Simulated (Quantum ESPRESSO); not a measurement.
**AlIn in Quantum ESPRESSO: the effect of functional**

The system is AlIn.

```xyz
2
Lattice="3.0541 0.0000 0.0000 -1.5271 2.6450 0.0000 0.0000 0.0000 5.8280" Properties=species:S:1:pos:R:3 pbc="T T T"
Al    0.0000    0.0000    0.0000
In    0.0000    0.0000    2.9140
```

The cell was built by a generator and needn't be a form met in nature.

Alike in all runs:

```yaml
Program: Quantum ESPRESSO 7.5
Task: phonons
Cutoff: 612 eV
Density_cutoff: 4898 eV
k_mesh: 7 × 7 × 4
Occupations: cold, width 0.2 eV
Spin: no spin polarisation
```

Each run relaxes the cell or the atoms first.

Question: One run gave: relaxed volume 22.30 Å³/atom; highest phonon frequency 191 cm⁻¹. Which functional did it use?
A. PBEsol
B. AM05
C. WC
D. LDA
E. BLYP

Answer: C.

```tsv
functional	potentials or basis	relaxed volume (Å³/atom)	highest phonon frequency (cm⁻¹)
LDA	GBRV 1.5 LDA	21.59	196
PBEsol	GBRV 1.5 PBEsol	22.17	193
WC	GBRV 1.5 PBE	22.30	191
BLYP	GBRV 1.5 PBE	26.09	149
AM05	GBRV 1.5 PBE	22.06	196
vdW-DF-cx	GBRV 1.5 PBE	22.44	194
```

Caveats: the mesh is thin for the phonons of a metal; the potentials were made for another functional, which shifts forces and pressure (some runs); some modes are imaginary (some runs).

Runs at the PBE level aren't shown here.
